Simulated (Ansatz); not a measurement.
**H5NSSi2: basis-set convergence**

An exercise on one series of results from a longer session: the logs are not shown, and one member is left open.

Program: Ansatz 0.2.0, Gaussian basis. Level of theory: one geometry, several basis sets. These are calculated values, not measurements.

Plan: PBE0-D4/def2-SVP; ωB97M-V/def2-SVP; PBE0-D4/def2-QZVPP; ωB97M-V/def2-QZVPP; the functionals' def2-TZVPP values are taken from earlier runs.

## Structure used throughout

The geometry comes from an earlier relaxation with PBE0-D4 in a triple-zeta def2 set; it is a stationary point, not always the lowest conformer.

SMILES `N[SiH]1[SiH2]S1`, 9 atoms, charge 0, spin multiplicity 1.

Atoms are counted from 1 here; the program's logs count them from 0.

Bond lengths: N1–Si2 1.704 Å, N1–H5 1.007 Å, N1–H6 1.008 Å, Si2–Si3 2.241 Å, Si2–S4 2.160 Å, Si2–H7 1.479 Å, Si3–S4 2.159 Å, Si3–H8 1.484 Å, Si3–H9 1.485 Å. Angles: Si2–N1–H5 121.2°, Si2–N1–H6 119.9°, H5–N1–H6 111.8°, N1–Si2–Si3 124.4°, N1–Si2–S4 121.8°, N1–Si2–H7 107.2°, Si3–Si2–S4 58.7°, Si3–Si2–H7 123.4°, S4–Si2–H7 113.2°, Si2–Si3–S4 58.7°, Si2–Si3–H8 124.4°, Si2–Si3–H9 121.9°, S4–Si3–H8 115.4°, S4–Si3–H9 114.5°, H8–Si3–H9 110.5°, Si2–S4–Si3 62.5°.

The first run:

Input file in.yaml:

```yaml
crystal:
  periodic: [false, false, false]
  atoms:
    - {symbol: N, position_ang: [-0.230398, 1.674104, -0.723896]}
    - {symbol: Si, position_ang: [0.252282, 0.041616, -0.660700]}
    - {symbol: Si, position_ang: [0.298380, -1.195232, 1.207606]}
    - {symbol: S, position_ang: [-1.167893, -1.552823, -0.336838]}
    - {symbol: H, position_ang: [-0.820913, 2.071011, -0.011432]}
    - {symbol: H, position_ang: [-0.368106, 2.122483, -1.615602]}
    - {symbol: H, position_ang: [1.141645, -0.197809, -1.817906]}
    - {symbol: H, position_ang: [1.248724, -2.308170, 1.452296]}
    - {symbol: H, position_ang: [-0.265323, -0.701582, 2.489372]}
basis:
  gaussian: {orbitals: def2-SVP}
hamiltonian: {xc: pbe0, dispersion: d4}
output: {orbitals: {seedname: orbitals}}
```

On the command line:

```console
ansatz run in.yaml --threads 2 --pin off --events-out ev --progress --plain --max-ram 4352MiB
```

Among the steps run: PBE0-D4 in def2-SVP; ωB97M-V in def2-SVP; PBE0-D4 in def2-QZVPP; ωB97M-V in def2-QZVPP.

One of the session's tables, all rows but one given; the rest of the session is left out.

It belongs to the step «Density functionals: the series». 

| functional | basis | HOMO (eV) | LUMO (eV) |
| --- | --- | --- | --- |
| PBE0-D4 | def2-SVP | -6.70 | 0.14 |
| PBE0-D4 | def2-TZVPP | ? | ? |
| PBE0-D4 | def2-QZVPP | -6.80 | -0.35 |
| ωB97M-V | def2-SVP | -8.65 | 2.06 |
| ωB97M-V | def2-TZVPP | -8.75 | 1.52 |
| ωB97M-V | def2-QZVPP | -8.79 | 1.15 |

**Question.** Estimate the row for PBE0-D4, def2-TZVPP.

**Answer.** HOMO (eV): -6.77; LUMO (eV): -0.20. In the column «HOMO (eV)» it lies between PBE0-D4, def2-QZVPP (-6.80) and PBE0-D4, def2-SVP (-6.70).
